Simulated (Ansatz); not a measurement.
# FH3MoO3S: one species, many methods

An exercise on one series of results from a longer session: the logs are not shown, and one member is left open.

Computed with Ansatz 0.2.0, Gaussian basis. Level: functionals in def2-TZVPP, the program's frozen cores in correlated methods.

Plan: LDA (SPW92), PBE-D4, revPBE-D4, BLYP-D4, r2SCAN-D4, B97M-V, PBE0-D4, B3LYP-D4, r2SCANh-D4, r2SCAN0-D4, HSE06-D4, BHLYP-D4, CAM-B3LYP-D4, LC-ωPBE, ωB97X-V, ωB97M-V, B2PLYP, PBE-QIDH; CCSD(T)/def2-SVP; CCSD(T)/def2-TZVPP; MP2/def2-QZVPP; extrapolation to the limit; RPA on PBE.

**The relaxed structure**

An earlier PBE0-D4 in a triple-zeta def2 set relaxation fixed the geometry. Mo takes the def2 core potential; no spin-orbit term is included.

9 atoms, charge 0, spin multiplicity 1.

Atoms are counted from 1 here; the program's logs count them from 0.

Bond lengths: O1–Mo2 1.879 Å, O1–H7 0.963 Å, Mo2–O3 1.850 Å, Mo2–O4 1.879 Å, Mo2–F5 1.909 Å, Mo2–S6 2.087 Å, O3–H8 0.963 Å, O4–H9 0.963 Å. Angles: Mo2–O1–H7 116.0°, O1–Mo2–O3 90.7°, O1–Mo2–O4 138.3°, O1–Mo2–F5 80.7°, O1–Mo2–S6 110.1°, O3–Mo2–O4 90.6°, O3–Mo2–F5 154.9°, O3–Mo2–S6 103.3°, O4–Mo2–F5 80.7°, O4–Mo2–S6 110.1°, F5–Mo2–S6 101.8°, Mo2–O3–H8 124.2°, Mo2–O4–H9 115.9°.

The first run:

in.yaml

```yaml
crystal:
  periodic: [false, false, false]
  atoms:
    - {symbol: O, position_ang: [1.556286, -0.255979, 0.858567]}
    - {symbol: Mo, position_ang: [-0.112840, 0.263703, 0.170534]}
    - {symbol: O, position_ang: [-0.962353, -1.012948, 1.205218]}
    - {symbol: O, position_ang: [-1.220321, -0.151947, -1.289242]}
    - {symbol: F, position_ang: [1.008477, 0.871334, -1.250285]}
    - {symbol: S, position_ang: [-0.715053, 2.064299, 1.036635]}
    - {symbol: H, position_ang: [2.325615, 0.007983, 0.343436]}
    - {symbol: H, position_ang: [-0.889763, -1.962315, 1.061198]}
    - {symbol: H, position_ang: [-0.901648, 0.129469, -2.153060]}
basis:
  gaussian: {orbitals: def2-TZVPP}
hamiltonian: {xc: lda}
output: {orbitals: {seedname: orbitals}}
```

On the command line:

```sh
$ ansatz run in.yaml --threads 4 --pin off --events-out ev --progress --plain --max-ram 11315MiB
```

Steps of the session up to this table: LDA; PBE-D4 (GGA); revPBE-D4 (GGA); BLYP-D4 (GGA); r2SCAN-D4 (meta-GGA); B97M-V (meta-GGA); PBE0-D4 (hybrid); B3LYP-D4 (hybrid); r2SCANh-D4 (hybrid); r2SCAN0-D4 (hybrid); HSE06-D4 (hybrid); BHLYP-D4 (hybrid); CAM-B3LYP-D4 (range-separated); LC-ωPBE (range-separated); ωB97X-V (range-separated); ωB97M-V (range-separated); B2PLYP (double hybrid); PBE-QIDH (double hybrid).

One table of the session follows, with a row left open; its other results are not shown here.

It belongs to the step «Orbital energies across the functionals». 

```
  functional  HOMO (eV)  LUMO (eV)  gap (eV)
 LDA (SPW92)      -6.95      -4.39      2.57
      PBE-D4          ?          ?         ?
   revPBE-D4      -6.71      -4.09      2.62
     BLYP-D4      -6.63      -4.07      2.56
   r2SCAN-D4      -7.11      -4.19      2.92
      B97M-V      -7.16      -4.18      2.98
     PBE0-D4      -8.10      -3.45      4.65
    B3LYP-D4      -7.86      -3.67      4.19
  r2SCANh-D4      -7.60      -3.91      3.69
  r2SCAN0-D4      -8.33      -3.45      4.88
    HSE06-D4      -7.70      -3.83      3.87
    BHLYP-D4      -9.28      -2.54      6.75
CAM-B3LYP-D4      -9.40      -2.36      7.03
     LC-ωPBE     -10.70      -1.23      9.47
     ωB97X-V     -10.36      -1.29      9.07
     ωB97M-V     -10.23      -1.28      8.95
```

Q: Estimate the row for PBE-D4 from the others.

As computed: HOMO (eV): -6.77; LUMO (eV): -4.17; gap (eV): 2.60. In the column «HOMO (eV)» it lies between LDA (SPW92) (-6.95) and revPBE-D4 (-6.71).
